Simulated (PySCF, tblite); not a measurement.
# C₃H₁₂O₂Si₃: geometry, infrared bands and NMR shifts

What infrared bands and NMR shifts should C₃H₁₂O₂Si₃ (`C[SiH2]CC(=O)O[SiH2][SiH3]`) show?

Computed with tblite 0.8.0 and PySCF 2.14.0, with density-fitted response routines of our own, on a single molecule in the gas phase. Atoms are numbered from 0 throughout.

## 1. The starting structure

20 atoms, charge 0, multiplicity 1; geometry from: force field or distance geometry start.

Bonds of the start (Å): C0–Si1 1.83, Si1–C2 1.87, C2–C3 1.51, C3–O4 1.21, C3–O5 1.36, O5–Si6 1.67, Si6–Si7 2.31, C0–H8 1.09, C0–H9 1.10, C0–H10 1.10, Si1–H11 1.50, Si1–H12 1.48, C2–H13 1.10, C2–H14 1.08, Si6–H15 1.48, Si6–H16 1.49, Si7–H17 1.50, Si7–H18 1.48, Si7–H19 1.49.

## 2. Optimising the geometry with GFN2-xTB

Job settings and geometry (Å):

```
{"job": {"kind": "relax", "xc": "GFN2-xTB", "basis": "xTB"}, "charge": 0, "multiplicity": 1}
C     -3.317500     0.139700    -0.974400
Si    -2.488400    -1.095300     0.095700
C     -1.034500    -0.393100     1.041000
C      0.083200     0.169500     0.197700
O      0.091300     0.261000    -1.003900
O      1.091900     0.543300     1.027700
Si     2.504800     1.245300     0.487000
Si     3.693800    -0.139000    -0.927500
H     -2.652200     0.508000    -1.755600
H     -3.669900     1.003600    -0.386900
H     -4.204700    -0.295700    -1.465400
H     -3.471300    -1.614600     1.096200
H     -2.054600    -2.273200    -0.682800
H     -1.400900     0.419200     1.679300
H     -0.633700    -1.167600     1.681100
H      2.191900     2.552600    -0.131200
H      3.342800     1.543900     1.686800
H      2.977100    -0.391200    -2.216200
H      5.015600     0.454000    -1.240900
H      3.930100    -1.459600    -0.272000
```

On the command line:

```sh
$ OMP_NUM_THREADS=1 python probes_run.py task.json out
```

This one command runs all jobs of the session in turn.

**Question.** This job is followed by: GFN2-xTB harmonic vibrations, gas phase; GIAO PBE0/pcSseg-1 NMR shielding, non-relativistic, gas phase. What will the session give for the following? strongest single infrared mode (GFN2-xTB); zero-point energy (GFN2-xTB); 13C shifts against TMS (PBE0/pcSseg-1); 1H shifts against TMS (PBE0/pcSseg-1, means over atoms taken as alike); 29Si shifts against TMS (PBE0/pcSseg-1); 17O shifts against H2O (PBE0/pcSseg-1).

**Answer**, as computed:

```
                                                              quantity                             value
                             strongest single infrared mode (GFN2-xTB)             1244 cm⁻¹, 484 km/mol
                                          zero-point energy (GFN2-xTB)                     84.5 kcal/mol
                                13C shifts against TMS (PBE0/pcSseg-1)             182.3, 25.6, -7.1 ppm
1H shifts against TMS (PBE0/pcSseg-1, means over atoms taken as alike)  5.05, 4.39, 3.82, 2.03, 0.24 ppm
                               29Si shifts against TMS (PBE0/pcSseg-1)          -28.2, -37.4, -121.0 ppm
                                17O shifts against H2O (PBE0/pcSseg-1)                  426.3, 189.9 ppm
```

Over 284 steps the energy fell by 0.476 eV; of the close pairs, C0–Si1 changed most, 1.832 to 1.895 Å. No mode is imaginary among the 54: a minimum at this level. The strongest single mode, at 1244 cm⁻¹, moves mainly C3. GFN2-xTB is a fitted tight-binding method: band positions and strengths are rough. Its intensities can rank the bands wrongly. At PBE0/pcSseg-1: Shielding is most anisotropic at O4 (span 617 ppm, paramagnetic term -497 ppm).
